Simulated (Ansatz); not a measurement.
Geometry optimisation, Ansatz, DFT PBE, scalar-relativistic, plane waves, PAW.

The input (input.yaml):

```yaml
accuracy: low
crystal:
  lattice:
    - [5.48, 0.0, 0.0]
    - [-4.11, 7.118729, 0.0]
    - [0.0, 0.0, 4.32646]
  atoms:
    - { symbol: Os, position: [0.0, 0.0, 0.0] }
    - { symbol: Os, position: [0.1666667, 0.2222222, 0.5] }
    - { symbol: Os, position: [0.0, 0.3333333, 0.0] }
    - { symbol: Os, position: [0.1666667, 0.5555556, 0.5] }
    - { symbol: Os, position: [0.0, 0.6666667, 0.0] }
    - { symbol: Os, position: [0.1666667, 0.8888889, 0.5] }
    - { symbol: Os, position: [0.5, 0.0, 0.0] }
    - { symbol: Os, position: [0.6666667, 0.2222222, 0.5] }
    - { symbol: Os, position: [0.5, 0.3333333, 0.0] }
    - { symbol: Os, position: [0.6666667, 0.5555556, 0.5] }
    - { symbol: Os, position: [0.5, 0.6666667, 0.0] }
    - { symbol: Os, position: [0.6666667, 0.8888889, 0.5] }
    - { symbol: H, position: [0.3428714, 0.1130899, 0.2550397] }
basis:
  ecutwfc: 420.0
kpoints:
  mp_grid: { grid: [3, 2, 3] }
hamiltonian:
  xc: pbe
scf:
  occupations: { method: fermi_dirac, width: 0.05 }
  lower_state_search: "off"
relax:
  f_tol: 0.08
  max_steps: 25
  adjacent_minimum: "off"
```

Command:

```bash
$ ansatz run input.yaml --threads 2 --pin off --max-ram 5120MiB --backend cpu --events-out ev --progress --plain --runs-dir out
```

Q: Where does it end, and by what steps?

A: It converged. Limits of this set-up: coarse k mesh, odd electron count without spin, a small cell, in which the defect meets its images, a typed lattice constant that wasn't relaxed here, low accuracy level. After 3 steps the energy has fallen by 0.144 eV; Os8 moved furthest, 0.04 Å.

```
step  energy less start (eV)  largest force component (eV/Å)  accepted
   0                  0.0000                           1.046       yes
   1                 -0.0264                           1.201       yes
   2                 -0.1423                           0.088       yes
   3                 -0.1442                           0.055       yes
```

```xyz
13
Lattice="5.4800 0.0000 0.0000 -4.1100 7.1187 0.0000 0.0000 0.0000 4.3265" Properties=species:S:1:pos:R:3
Os -0.027 -0.014 -0.015
Os -0.030 1.592 2.181
Os -1.366 2.394 0.003
Os -1.363 3.959 2.158
Os -2.733 4.731 0.006
Os -2.739 6.297 2.187
Os 2.773 -0.010 -0.017
Os 2.773 1.600 2.181
Os 1.370 2.403 -0.023
Os 1.367 3.971 2.159
Os -0.003 4.744 0.007
Os 0.003 6.309 2.162
H 1.390 0.797 1.093
```

Whether the end is a true minimum wasn't checked by a vibrational analysis.

Time of the run: 20 s on 2 threads of Intel(R) Xeon(R) Platinum 8259CL CPU @ 2.50GHz (Skylake/Cascade Lake) (shared host), peak memory 0.61 GiB.
